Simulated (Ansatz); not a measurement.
# BGeC (doublet): wave-function methods side by side, cc-pVTZ

An exercise on one series of results from a longer session: the logs are not shown, and one member is left open.

Computed with Ansatz 0.2.0, Gaussian basis. Level: cc-pVTZ, core rule «outside noble gas», up to 16 orbitals frozen.

To be run: UHF; CCSD(T) on ROHF; CCSD(T) on UHF; BCCD(T) on ROHF; CCSDT(Q) on ROHF; CCSDT(Q) on UHF; CASSCF and NEVPT2, 11 electrons in 12 orbitals.

3 further runs of the same task are left out: 3 set aside as unsound or not needed.

## The system

The geometry is a PBE0/def2-TZVP stationary point (not a proven minimum) of the parent state, kept for this charge and spin. No spin-orbit coupling is included. The filled d shell of Ge may be among the frozen orbitals whatever the setting's name suggests; the logs give the count.

3 atoms, charge 0, spin multiplicity 2.

Atoms are counted from 1 here; the program's logs count them from 0.

Bond lengths: C1–B2 1.404 Å, B2–Ge3 2.019 Å. Angles: C1–B2–Ge3 180.0°.

The first run:

Contents of in.yaml:

```yaml
crystal:
  periodic: [false, false, false]
  atoms:
    - {symbol: C, position_ang: [0.000000, 0.000000, -1.609400]}
    - {symbol: B, position_ang: [0.000000, 0.000000, -0.204900]}
    - {symbol: Ge, position_ang: [0.000000, 0.000000, 1.814300]}
basis:
  gaussian: {orbitals: cc-pVTZ}
magnetization: {spin_polarized: true, initial_magnetization: 1}
hamiltonian: {xc: hf}
output: {orbitals: {seedname: orbitals}}
```

On the command line:

```
$ ansatz run in.yaml --threads 1 --pin off --events-out ev --progress --plain --max-ram 4096MiB --backend cpu
```

Among the steps run: UHF; CCSD(T) on ROHF; CCSD(T) on UHF; BCCD(T) on ROHF; CCSDT(Q) on ROHF; CCSDT(Q) on UHF; CASSCF and NEVPT2, 11 electrons in 12 orbitals.

One of the session's tables, all rows but one given; the rest of the session is left out.

It belongs to the step «Misses and costs». 

```
        method  from RCCSDT(Q) (kJ/mol)
           UHF                   +816.4
          RMP2                   +143.0
          UMP2                   +217.0
         RCCSD                   +106.9
         UCCSD                    +88.4
      RCCSD(T)                    +16.9
      UCCSD(T)                    +32.1
       BCCD(T)                    +25.3
        RCCSDT                    +15.5
        UCCSDT                        ?
     RCCSDT(Q)                        0
     UCCSDT(Q)                      0.0
CASSCF valence                   +504.3
NEVPT2 valence                   +105.2
```

Q: Estimate the row for UCCSDT from the others.

The run gave: from RCCSDT(Q) (kJ/mol): +13.3. In the column «from RCCSDT(Q) (kJ/mol)» it lies between UCCSDT(Q) (0.0) and RCCSDT (+15.5).

Left out of the table: ROHF (another determinant or state than the rows shown).

Limits of these values: The determinant is far from a pure spin state, so its energy mixes those of several spin states (harmless only where they are near-degenerate, as at dissociation). The program flags BCCD(T) as in doubt, so those rows may rest on another solution; read them beside their warnings. Warnings: spin contamination; coupled cluster took another determinant than the lowest; large T1 diagnostic. Restricted and unrestricted rows rest on different reference determinants; where their highest levels disagree by more than a few hundredths of an eV, they describe different states and don't form one ladder.
